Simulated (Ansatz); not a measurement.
**C3H4F4: one species, many methods**

An exercise on one series of results from a longer session: the logs are not shown, and one member is left open.

Computed with Ansatz 0.2.0, Gaussian basis. Level: functionals in def2-TZVPP, the program's frozen cores in correlated methods.

The runs, in order: LDA (SPW92), PBE-D4, revPBE-D4, BLYP-D4, r2SCAN-D4, B97M-V, PBE0-D4, B3LYP-D4, r2SCANh-D4, r2SCAN0-D4, HSE06-D4, BHLYP-D4, CAM-B3LYP-D4, LC-ωPBE, ωB97X-V, ωB97M-V, B2PLYP, PBE-QIDH; CCSD(T)/def2-SVP; CCSD(T)/def2-TZVPP; MP2/def2-QZVPP; extrapolation to the limit; RPA on PBE.

### Structure used throughout

The geometry comes from an earlier relaxation with PBE0-D4 in a triple-zeta def2 set; it is a stationary point, not always the lowest conformer.

SMILES `FCC(F)(F)CF`, 11 atoms, charge 0, spin multiplicity 1.

Atoms are counted from 1 here; the program's logs count them from 0.

Bond lengths: F1–C2 1.372 Å, C2–C3 1.513 Å, C2–H8 1.092 Å, C2–H9 1.093 Å, C3–F4 1.358 Å, C3–F5 1.358 Å, C3–C6 1.513 Å, C6–F7 1.372 Å, C6–H10 1.093 Å, C6–H11 1.092 Å. Angles: F1–C2–C3 109.5°, F1–C2–H8 109.3°, F1–C2–H9 109.4°, C3–C2–H8 109.3°, C3–C2–H9 108.8°, H8–C2–H9 110.5°, C2–C3–F4 110.0°, C2–C3–F5 107.0°, C2–C3–C6 115.2°, F4–C3–F5 107.4°, F4–C3–C6 107.0°, F5–C3–C6 110.0°, C3–C6–F7 109.5°, C3–C6–H10 108.8°, C3–C6–H11 109.3°, F7–C6–H10 109.4°, F7–C6–H11 109.3°, H10–C6–H11 110.5°.

Set-up of the first run:

File in.yaml:

```yaml
crystal:
  periodic: [false, false, false]
  atoms:
    - {symbol: F, position_ang: [1.831641, -0.798581, 0.095111]}
    - {symbol: C, position_ang: [1.063919, -0.037245, -0.749926]}
    - {symbol: C, position_ang: [-0.395263, -0.184060, -0.377196]}
    - {symbol: F, position_ang: [-0.799014, -1.465103, -0.575404]}
    - {symbol: F, position_ang: [-1.102740, 0.601673, -1.228947]}
    - {symbol: C, position_ang: [-0.733300, 0.168936, 1.054874]}
    - {symbol: F, position_ang: [-0.327584, 1.453119, 1.318274]}
    - {symbol: H, position_ang: [1.356909, 1.010465, -0.657909]}
    - {symbol: H, position_ang: [1.202332, -0.383961, -1.776776]}
    - {symbol: H, position_ang: [-1.814975, 0.095478, 1.190393]}
    - {symbol: H, position_ang: [-0.216625, -0.517818, 1.728204]}
basis:
  gaussian: {orbitals: def2-TZVPP}
hamiltonian: {xc: lda}
output: {orbitals: {seedname: orbitals}}
```

Command:

```
$ ansatz run in.yaml --threads 4 --pin off --events-out ev --progress --plain --max-ram 11315MiB
```

Among the steps run: LDA; PBE-D4 (GGA); revPBE-D4 (GGA); BLYP-D4 (GGA); r2SCAN-D4 (meta-GGA); B97M-V (meta-GGA); B3LYP-D4 (hybrid); r2SCANh-D4 (hybrid); r2SCAN0-D4 (hybrid); HSE06-D4 (hybrid); BHLYP-D4 (hybrid); CAM-B3LYP-D4 (range-separated); LC-ωPBE (range-separated); ωB97X-V (range-separated); ωB97M-V (range-separated); B2PLYP (double hybrid); PBE-QIDH (double hybrid).

One of the session's tables, all rows but one given; the rest of the session is left out.

It belongs to the step «Orbital energies across the functionals». 

| functional | HOMO (eV) | LUMO (eV) | gap (eV) |
| --- | --- | --- | --- |
| LDA (SPW92) | -8.03 | -0.09 | 7.94 |
| PBE-D4 | -7.83 | 0.25 | 8.08 |
| revPBE-D4 | ? | ? | ? |
| BLYP-D4 | -7.81 | 0.34 | 8.15 |
| r2SCAN-D4 | -8.22 | 0.69 | 8.91 |
| B97M-V | -8.40 | 0.65 | 9.05 |
| PBE0-D4 | -9.59 | 1.33 | 10.92 |
| B3LYP-D4 | -9.39 | 0.98 | 10.37 |
| r2SCANh-D4 | -8.87 | 1.12 | 9.99 |
| r2SCAN0-D4 | -9.85 | 1.73 | 11.58 |
| HSE06-D4 | -9.18 | 0.96 | 10.13 |
| BHLYP-D4 | -11.34 | 2.07 | 13.41 |
| CAM-B3LYP-D4 | -11.15 | 2.19 | 13.34 |
| LC-ωPBE | -12.39 | 3.56 | 15.95 |
| ωB97X-V | -12.07 | 3.38 | 15.45 |
| ωB97M-V | -11.99 | 2.95 | 14.94 |

**Question.** Estimate the row for revPBE-D4.

The run gave: HOMO (eV): -7.74; LUMO (eV): 0.39; gap (eV): 8.13. In the column «HOMO (eV)» it is the highest.
